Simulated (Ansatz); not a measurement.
Crystal: MgS3.

```xyz
4
Lattice="4.2306 0.0000 0.0000 0.0000 4.8304 0.0000 0.0000 0.0000 3.6644" Properties=species:S:1:pos:R:3 pbc="T T T"
S     2.1153    2.4152    2.3992
S     0.0000    0.0000    1.2652
S     2.1153    0.0000    2.0406
Mg    0.0000    2.4152    0.4025
```

The cell comes from a database or a generator and needn't be the stable form of this composition.

* Program: Ansatz 0.2.0
* Task: single point
* Functional: PBE
* Potentials or basis: Ansatz PAW
* Cutoff: 420 eV (not typed: the program's choice for these potentials)
* k mesh: 6 × 6 × 7
* Occupations: fermi-dirac, width 0.05 eV
* Spin: no spin polarisation

On this cell: pressure 0.9 GPa; largest force 0.064 eV/Å.

The same run follows on a disturbed copy (atoms moved at random, drawn with an rms of 0.05 Å):

```
S Mg
1.0
     4.23063    0.00000    0.00000
     0.00000    4.83045    0.00000
     0.00000    0.00000    3.66443
S Mg
3 1
Direct
  0.50301 0.50996 0.63787
  0.99555 0.01179 0.34758
  0.49939 0.00058 0.55951
  0.99363 0.49585 0.11031
```

What changes?

The energy moves by +8.3 meV/atom; pressure 1.0 GPa; largest force 0.554 eV/Å.

Forces on the atoms (eV/Å):
```
S   -0.101 -0.085  0.267
S    0.070 -0.547 -0.048
S    0.013  0.282 -0.102
Mg   0.018  0.350 -0.117
```

Stress tensor (GPa, compression positive):
```
 0.44 -0.02  0.01
-0.02  1.65 -0.27
 0.01 -0.27  0.95
```
